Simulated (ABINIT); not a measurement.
Crystal: Cu3O2.

```
Cu O
1.0
    -2.02298    2.02298    3.67362
     2.02298   -2.02298    3.67362
     2.02298    2.02298   -3.67362
Cu O
3 2
Cartesian
  0.0000 0.0000 0.0000
  0.0000 2.0230 1.8368
  2.0230 0.0000 1.8368
  0.0000 2.0230 0.0000
  2.0230 0.0000 0.0000
```

The cell comes from a database or a generator and needn't be the stable form of this composition.

Base run:

| Property | Result |
| --- | --- |
| Program | ABINIT 10.8.3 (patched build) |
| Functional | PBEsol |
| Potentials or basis | JTH PAW PBE v2.0 |
| Cutoff | 707 eV |
| k mesh | 9 × 9 × 9 |
| Occupations | fermi-dirac, width 0.05 eV |
| Spin | no spin polarisation |

Its results: band gap on the k mesh none (metal or under the smearing width); pressure -5.9 GPa.

Question: The run is repeated on the same cell with these changes: functional from PBEsol to PBE. What comes out?

Answer: Band gap on the k mesh none (metal or under the smearing width); pressure 0.6 GPa.

PBE binds less tightly than PBEsol, so the same cell stands under more pressure.

Caveats: an odd number of electrons without spin polarisation forces a metal; a magnetic or distorted state may lie lower; the run has no spin polarisation, though such a crystal can be magnetic; semilocal functionals often make such compounds metallic where correlation or magnetic order opens a gap, which also shifts bond lengths; the PAW data sets were made with another functional, which shifts forces and pressure a little (some runs).
